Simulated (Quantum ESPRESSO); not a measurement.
# Sb in Quantum ESPRESSO: a series of runs

Runs on Sb. Level: PBE. Tasks: work function.

Everything below comes from runs of Quantum ESPRESSO 7.5. Logs are shortened: lines on timing, memory, paths and dates and some standing lists are left out, and cuts for length are marked.

**1. The sheet as given**

The cell holds a sheet with vacuum, 2 atoms: a = 3.133 Å, b = 3.133 Å, c = 31.360 Å, α = 90.00°, β = 90.00°, γ = 90.00°.

The cell was built by a generator and needn't be a form met in nature.

**2. Work function, PBE**

Input file pw.in:

```
&CONTROL
  calculation = 'scf'
  prefix = 'pwscf'
  outdir = './tmp'
  pseudo_dir = './pseudo'
  tprnfor = .true.
  disk_io = 'low'
/
&SYSTEM
  ibrav = 0
  celldm(1) = 8
  nat = 2
  ntyp = 1
  ecutwfc = 48
  nbnd = 22
  occupations = 'smearing'
  smearing = 'fd'
  degauss = 0.00367493
/
&ELECTRONS
  conv_thr = 2d-09
  electron_maxstep = 150
  mixing_beta = 0.3
  mixing_mode = 'local-TF'
/
ATOMIC_SPECIES
Sb   121.7600 Sb.upf
CELL_PARAMETERS alat
  0.7401443069169   0.0000000000000   0.0000000000000
  0.0000000000000   0.7401443069169   0.0000000000000
  0.0000000000000   0.0000000000000   7.4077264085330
ATOMIC_POSITIONS crystal
Sb     0.0000000000    0.0000000000    0.2420100000
Sb     0.0000000000    0.0000000000    0.3319700000
K_POINTS automatic
9 9 1 0 0 0
```

Input file pp_density.in:

```
&INPUTPP
  prefix = 'pwscf'
  outdir = './tmp'
  filplot = 'density.dat'
  plot_num = 0
/
&PLOT
  nfile = 1
  filepp(1) = 'density.dat'
  iflag = 3
  output_format = 6
  fileout = 'density.cube'
/
```

Input file pp_potential.in:

```
&INPUTPP
  prefix = 'pwscf'
  outdir = './tmp'
  filplot = 'potential.dat'
  plot_num = 11
/
&PLOT
  nfile = 1
  filepp(1) = 'potential.dat'
  iflag = 3
  output_format = 6
  fileout = 'potential.cube'
/
```

Input file pp_elf.in:

```
&INPUTPP
  prefix = 'pwscf'
  outdir = './tmp'
  filplot = 'elf.dat'
  plot_num = 8
/
&PLOT
  nfile = 1
  filepp(1) = 'elf.dat'
  iflag = 3
  output_format = 6
  fileout = 'elf.cube'
/
```

Potentials or basis: PseudoDojo 0.4.1 SR PBE standard.

On the command line:

```console
> OMP_NUM_THREADS=1 mpirun -n 2 pw.x -nk 2 -in pw.in > pw.out
> OMP_NUM_THREADS=1 mpirun -n 1 pp.x -in pp_density.in > pp_density.out
> OMP_NUM_THREADS=1 mpirun -n 1 pp.x -in pp_potential.in > pp_potential.out
> OMP_NUM_THREADS=1 mpirun -n 1 pp.x -in pp_elf.in > pp_elf.out
```

pw.out:

```text
This program is part of the open-source Quantum ESPRESSO suite
     for quantum simulation of materials; please cite
[... 6 lines left out ...]
     using ibrav=0 with symmetry is DISCOURAGED, use correct ibrav instead

     K-points division:     npool     =       2
     Subspace diagonalization in iterative solution of the eigenvalue problem:
     a serial algorithm will be used

     G-vector sticks info
     --------------------
     sticks:   dense  smooth     PW     G-vecs:    dense   smooth      PW
     Sum         545     545    161                93229    93229   15311

     Using Slab Decomposition

     bravais-lattice index     =            0
     lattice parameter (alat)  =       8.0000  a.u.
     unit-cell volume          =    2077.7233 (a.u.)^3
     number of atoms/cell      =            2
     number of atomic types    =            1
     number of electrons       =        30.00
     number of Kohn-Sham states=           22
     kinetic-energy cutoff     =      48.0000  Ry
     charge density cutoff     =     192.0000  Ry
     scf convergence threshold =      2.0E-09
     mixing beta               =       0.3000
     number of iterations used =            8  local-TF  mixing
     Exchange-correlation= PBE
                           (   1   4   3   4   0   0   0)

     celldm(1)=   8.000000  celldm(2)=   0.000000  celldm(3)=   0.000000
     celldm(4)=   0.000000  celldm(5)=   0.000000  celldm(6)=   0.000000

     crystal axes: (cart. coord. in units of alat)
               a(1) = (   0.740144   0.000000   0.000000 )
               a(2) = (   0.000000   0.740144   0.000000 )
               a(3) = (   0.000000   0.000000   7.407726 )

     reciprocal axes: (cart. coord. in units 2 pi/alat)
               b(1) = (  1.351088  0.000000  0.000000 )
               b(2) = (  0.000000  1.351088  0.000000 )
               b(3) = (  0.000000  0.000000  0.134994 )

     PseudoPot. # 1 for Sb read from file:
     Sb.upf
     Pseudo is Norm-conserving + core correction, Zval = 15.0
     Generated using ONCVPSP code by D. R. Hamann
     Using radial grid of 1434 points,  6 beta functions with:
                l(1) =   0
                l(2) =   0
                l(3) =   1
                l(4) =   1
                l(5) =   2
                l(6) =   2

     atomic species   valence    mass     pseudopotential
     Sb               15.00   121.76000     Sb( 1.00)

      8 Sym. Ops. (no inversion) found

   Cartesian axes

     site n.     atom                  positions (alat units)
         1        Sb     tau(   1) = (   0.0000000   0.0000000   1.7927439  )
         2        Sb     tau(   2) = (   0.0000000   0.0000000   2.4591429  )

     number of k points=    15  Fermi-Dirac smearing, width (Ry)=  0.0037
                       cart. coord. in units 2pi/alat
        k(    1) = (   0.0000000   0.0000000   0.0000000), wk =   0.0246914
        k(    2) = (   0.0000000   0.1501209   0.0000000), wk =   0.0987654
        k(    3) = (   0.0000000   0.3002418   0.0000000), wk =   0.0987654
        k(    4) = (   0.0000000   0.4503626   0.0000000), wk =   0.0987654
        k(    5) = (   0.0000000   0.6004835   0.0000000), wk =   0.0987654
        k(    6) = (   0.1501209   0.1501209   0.0000000), wk =   0.0987654
        k(    7) = (   0.1501209   0.3002418   0.0000000), wk =   0.1975309
        k(    8) = (   0.1501209   0.4503626   0.0000000), wk =   0.1975309
        k(    9) = (   0.1501209   0.6004835   0.0000000), wk =   0.1975309
        k(   10) = (   0.3002418   0.3002418   0.0000000), wk =   0.0987654
        k(   11) = (   0.3002418   0.4503626   0.0000000), wk =   0.1975309
        k(   12) = (   0.3002418   0.6004835   0.0000000), wk =   0.1975309
        k(   13) = (   0.4503626   0.4503626   0.0000000), wk =   0.0987654
        k(   14) = (   0.4503626   0.6004835   0.0000000), wk =   0.1975309
        k(   15) = (   0.6004835   0.6004835   0.0000000), wk =   0.0987654

     Dense  grid:    93229 G-vectors     FFT dimensions: (  27,  27, 270)

     Initial potential from superposition of free atoms

     starting charge      29.9989, renormalised to      30.0000

     negative rho (up, down):  5.842E-03 0.000E+00
     Starting wfcs are   18 randomized atomic wfcs +    4 random wfcs

     Self-consistent Calculation

     iteration #  1     ecut=    48.00 Ry     beta= 0.30
     Davidson diagonalization with overlap
     ethr =  1.00E-02,  avg # of iterations =  8.3

     Threshold (ethr) on eigenvalues was too large:
     Diagonalizing with lowered threshold

     Davidson diagonalization with overlap
     ethr =  1.77E-04,  avg # of iterations =  7.3

     negative rho (up, down):  3.201E-03 0.000E+00

     total energy              =    -362.99901990 Ry
     estimated scf accuracy    <       0.05709157 Ry

     iteration #  2     ecut=    48.00 Ry     beta= 0.30
     Davidson diagonalization with overlap
     ethr =  1.90E-04,  avg # of iterations =  1.0

     negative rho (up, down):  2.779E-04 0.000E+00

     total energy              =    -362.98138747 Ry
     estimated scf accuracy    <       0.03426271 Ry

     iteration #  3     ecut=    48.00 Ry     beta= 0.30
     Davidson diagonalization with overlap
     ethr =  1.14E-04,  avg # of iterations =  3.3

     negative rho (up, down):  2.499E-05 0.000E+00

     total energy              =    -362.98696700 Ry
     estimated scf accuracy    <       0.00330797 Ry

     iteration #  4     ecut=    48.00 Ry     beta= 0.30
     Davidson diagonalization with overlap
     ethr =  1.10E-05,  avg # of iterations =  6.4

     negative rho (up, down):  4.755E-05 0.000E+00

     total energy              =    -362.98653194 Ry
     estimated scf accuracy    <       0.00223981 Ry

     iteration #  5     ecut=    48.00 Ry     beta= 0.30
     Davidson diagonalization with overlap
     ethr =  7.47E-06,  avg # of iterations =  7.0

     negative rho (up, down):  5.675E-06 0.000E+00

     total energy              =    -362.98657809 Ry
     estimated scf accuracy    <       0.00077503 Ry

     iteration #  6     ecut=    48.00 Ry     beta= 0.30
     Davidson diagonalization with overlap
     ethr =  2.58E-06,  avg # of iterations =  6.2

     negative rho (up, down):  1.784E-08 0.000E+00

     total energy              =    -362.98654216 Ry
     estimated scf accuracy    <       0.00048113 Ry

     iteration #  7     ecut=    48.00 Ry     beta= 0.30
     Davidson diagonalization with overlap
     ethr =  1.60E-06,  avg # of iterations =  5.9

     negative rho (up, down):  3.065E-03 0.000E+00

     total energy              =    -362.98658094 Ry
     estimated scf accuracy    <       0.00028423 Ry

     iteration #  8     ecut=    48.00 Ry     beta= 0.30
     Davidson diagonalization with overlap
     ethr =  9.47E-07,  avg # of iterations =  7.9

     negative rho (up, down):  3.992E-03 0.000E+00

     total energy              =    -362.98660520 Ry
     estimated scf accuracy    <       0.00025473 Ry

     iteration #  9     ecut=    48.00 Ry     beta= 0.30
     Davidson diagonalization with overlap
     ethr =  8.49E-07,  avg # of iterations =  3.5

     negative rho (up, down):  3.961E-03 0.000E+00

     total energy              =    -362.98649702 Ry
     estimated scf accuracy    <       0.00018057 Ry

     iteration # 10     ecut=    48.00 Ry     beta= 0.30
     Davidson diagonalization with overlap
     ethr =  6.02E-07,  avg # of iterations = 10.5

     negative rho (up, down):  4.025E-03 0.000E+00

     total energy              =    -362.98656056 Ry
     estimated scf accuracy    <       0.00005826 Ry

     iteration # 11     ecut=    48.00 Ry     beta= 0.30
     Davidson diagonalization with overlap
     ethr =  1.94E-07,  avg # of iterations =  4.3

     negative rho (up, down):  1.474E-03 0.000E+00

     total energy              =    -362.98654368 Ry
     estimated scf accuracy    <       0.00003010 Ry

     iteration # 12     ecut=    48.00 Ry     beta= 0.30
     Davidson diagonalization with overlap
     ethr =  1.00E-07,  avg # of iterations =  6.2

     negative rho (up, down):  1.198E-04 0.000E+00

     total energy              =    -362.98653988 Ry
     estimated scf accuracy    <       0.00000492 Ry

     iteration # 13     ecut=    48.00 Ry     beta= 0.30
     Davidson diagonalization with overlap
     ethr =  1.64E-08,  avg # of iterations =  7.1

     negative rho (up, down):  6.103E-06 0.000E+00

     total energy              =    -362.98654218 Ry
     estimated scf accuracy    <       0.00000147 Ry

     iteration # 14     ecut=    48.00 Ry     beta= 0.30
     Davidson diagonalization with overlap
     ethr =  4.90E-09,  avg # of iterations =  6.2

     total energy              =    -362.98654324 Ry
     estimated scf accuracy    <       0.00000009 Ry

     iteration # 15     ecut=    48.00 Ry     beta= 0.30
     Davidson diagonalization with overlap
     ethr =  2.98E-10,  avg # of iterations =  3.4

     total energy              =    -362.98654359 Ry
     estimated scf accuracy    <       0.00000002 Ry

     iteration # 16     ecut=    48.00 Ry     beta= 0.30
     Davidson diagonalization with overlap
     ethr =  7.07E-11,  avg # of iterations =  3.9

     total energy              =    -362.98654362 Ry
     estimated scf accuracy    <          6.7E-09 Ry

     iteration # 17     ecut=    48.00 Ry     beta= 0.30
     Davidson diagonalization with overlap
     ethr =  2.23E-11,  avg # of iterations =  1.7

     End of self-consistent calculation

          k = 0.0000 0.0000 0.0000 ( 11771 PWs)   bands (ev):

   -30.4647 -30.4167 -30.4100 -30.2422 -30.2407 -30.2407 -30.2274 -30.2213
   -30.1896 -30.1896 -13.2757 -11.2883  -5.1683  -0.9336   2.1588   2.1588
     2.1814   2.5590   2.6065   3.1333   3.3094   3.7516

          k = 0.0000 0.1501 0.0000 ( 11759 PWs)   bands (ev):

   -30.4424 -30.4102 -30.3813 -30.2586 -30.2539 -30.2361 -30.2233 -30.2123
   -30.1912 -30.1864 -13.1043 -11.1142  -5.0037  -0.7569   0.3708   2.0347
     2.3247   2.3656   2.7496   2.7948   3.3228   3.4963

          k = 0.0000 0.3002 0.0000 ( 11667 PWs)   bands (ev):

   -30.4099 -30.3575 -30.3057 -30.2668 -30.2487 -30.1981 -30.1962 -30.1925
   -30.1823 -30.1723 -12.6051 -10.6026  -4.5426  -2.2588  -0.6195  -0.2169
     2.7891   2.9053   3.3075   3.3578   3.8778   4.0491

          k = 0.0000 0.4504 0.0000 ( 11683 PWs)   bands (ev):

   -30.3973 -30.3276 -30.2802 -30.2742 -30.2538 -30.2388 -30.2280 -30.2275
   -30.1877 -30.1422 -11.8527  -9.8139  -4.6477  -3.7843  -2.9517   0.5538
     3.4272   3.4909   4.1902   4.2146   4.3941   4.7680

          k = 0.0000 0.6005 0.0000 ( 11663 PWs)   bands (ev):

   -30.3992 -30.3138 -30.2864 -30.2860 -30.2518 -30.2408 -30.2312 -30.1919
   -30.1917 -30.0876 -11.1311  -9.0201  -6.1244  -4.5526  -3.2391   1.3433
     2.5501   3.9491   4.8915   5.2376   5.6333   5.7225

          k = 0.1501 0.1501 0.0000 ( 11709 PWs)   bands (ev):

   -30.3984 -30.3940 -30.3797 -30.2521 -30.2486 -30.2203 -30.2004 -30.1935
   -30.1855 -30.1809 -12.9329 -10.9397  -4.8394  -0.5800   0.4368   0.6426
     2.0253   2.3971   2.5498   2.9433   2.9835   3.5140

          k = 0.1501 0.3002 0.0000 ( 11704 PWs)   bands (ev):

   -30.3891 -30.3529 -30.3169 -30.2746 -30.2550 -30.2282 -30.2225 -30.2055
   -30.1871 -30.1811 -12.4338 -10.4280  -4.3794  -2.0957  -0.4607  -0.0422
     1.0220   2.7214   3.0893   3.5002   3.5465   4.0692

          k = 0.1501 0.4504 0.0000 ( 11693 PWs)   bands (ev):

   -30.3826 -30.3093 -30.2856 -30.2769 -30.2512 -30.2404 -30.2395 -30.2351
   -30.1991 -30.1467 -11.6810  -9.6386  -4.4836  -3.6218  -2.7883   0.7271
     1.7009   3.4122   3.6732   4.3745   4.4095   4.5771

          k = 0.1501 0.6005 0.0000 ( 11654 PWs)   bands (ev):

   -30.3887 -30.2930 -30.2875 -30.2776 -30.2583 -30.2439 -30.2305 -30.1976
   -30.1797 -30.0927 -10.9585  -8.8431  -5.9605  -4.3895  -3.0796   1.5107
     2.3007   2.7267   4.0389   5.0791   5.4212   5.8216

          k = 0.3002 0.3002 0.0000 ( 11703 PWs)   bands (ev):

   -30.3492 -30.3151 -30.2949 -30.2723 -30.2714 -30.2582 -30.2541 -30.2130
   -30.1800 -30.1776 -11.9344  -9.9148  -3.9225  -1.8096  -1.4081  -0.2538
     0.2576   0.5928   3.6244   4.0574   4.1093   4.6245

          k = 0.3002 0.4504 0.0000 ( 11676 PWs)   bands (ev):

   -30.3452 -30.2864 -30.2718 -30.2714 -30.2600 -30.2467 -30.2369 -30.2312
   -30.2015 -30.1278 -11.1797  -9.1217  -4.0187  -3.1736  -2.3299  -0.8926
     0.7482   1.3130   4.1673   4.9153   4.9639   5.1197

          k = 0.3002 0.6005 0.0000 ( 11645 PWs)   bands (ev):

   -30.3455 -30.3026 -30.2748 -30.2743 -30.2562 -30.2424 -30.2294 -30.2011
   -30.1586 -30.0917 -10.4534  -8.3185  -5.4955  -3.9287  -2.6431  -0.2697
     1.3314   2.1406   3.2210   5.1264   5.5361   6.0013

          k = 0.4504 0.4504 0.0000 ( 11633 PWs)   bands (ev):

   -30.3006 -30.2881 -30.2858 -30.2839 -30.2627 -30.2240 -30.1983 -30.1787
   -30.1719 -30.1204 -10.4189  -8.3178  -3.4495  -3.2711  -2.3361  -1.9239
    -1.2975   2.0445   4.3635   4.7112   5.8183   5.8330

          k = 0.4504 0.6005 0.0000 ( 11608 PWs)   bands (ev):

   -30.3032 -30.2928 -30.2900 -30.2874 -30.2717 -30.2118 -30.2046 -30.1475
   -30.1131 -30.0902  -9.6803  -7.4906  -4.8359  -3.2809  -2.7772  -1.8165
    -0.9897   2.8288   3.0657   4.0378   4.7712   6.2199

          k = 0.6005 0.6005 0.0000 ( 11560 PWs)   bands (ev):

   -30.2989 -30.2986 -30.2836 -30.2704 -30.2530 -30.2198 -30.2167 -30.0831
   -30.0661 -30.0526  -8.9161  -6.6078  -4.3023  -4.2222  -2.7943  -2.6212
    -1.3617   1.7956   3.4973   3.6227   4.8774   5.1612

     the Fermi energy is    -0.9784 ev

!    total energy              =    -362.98654363 Ry
     estimated scf accuracy    <          1.7E-09 Ry
     smearing contrib. (-TS)   =      -0.00089655 Ry
     internal energy E=F+TS    =    -362.98564708 Ry

     The total energy is F=E-TS. E is the sum of the following terms:
     one-electron contribution =   -2363.96598791 Ry
     hartree contribution      =    1185.11204296 Ry
     xc contribution           =     -90.65824263 Ry
     ewald contribution        =     906.52654049 Ry

     convergence has been achieved in  17 iterations

     Forces acting on atoms (cartesian axes, Ry/au):

     atom    1 type  1   force =     0.00000000    0.00000000   -0.00228370
     atom    2 type  1   force =     0.00000000    0.00000000    0.00228370

     Total force =     0.003230     Total SCF correction =     0.000196

=------------------------------------------------------------------------------=
   JOB DONE.
=------------------------------------------------------------------------------=
```

Run time: 82 s. Hardware: 2 MPI ranks of Arm Neoverse V1, shared host; peak memory 0.38 GiB.

The run converged, but some of its settings lie outside the range that counts as converged, so its numbers aren't taken as properties of the sheet.

What came out:

* Free energy: -4938.6835 eV
* Largest force: 0.059 eV/Å
* Band gap on the k mesh: none (metal or under the smearing width)
* Work function of the upper face: 3.76 eV
* Work function of the lower face: 3.76 eV

Caveat: the cutoff lies well under what these potentials need, so the values aren't converged.

(Part 1 of 3 ends here.)
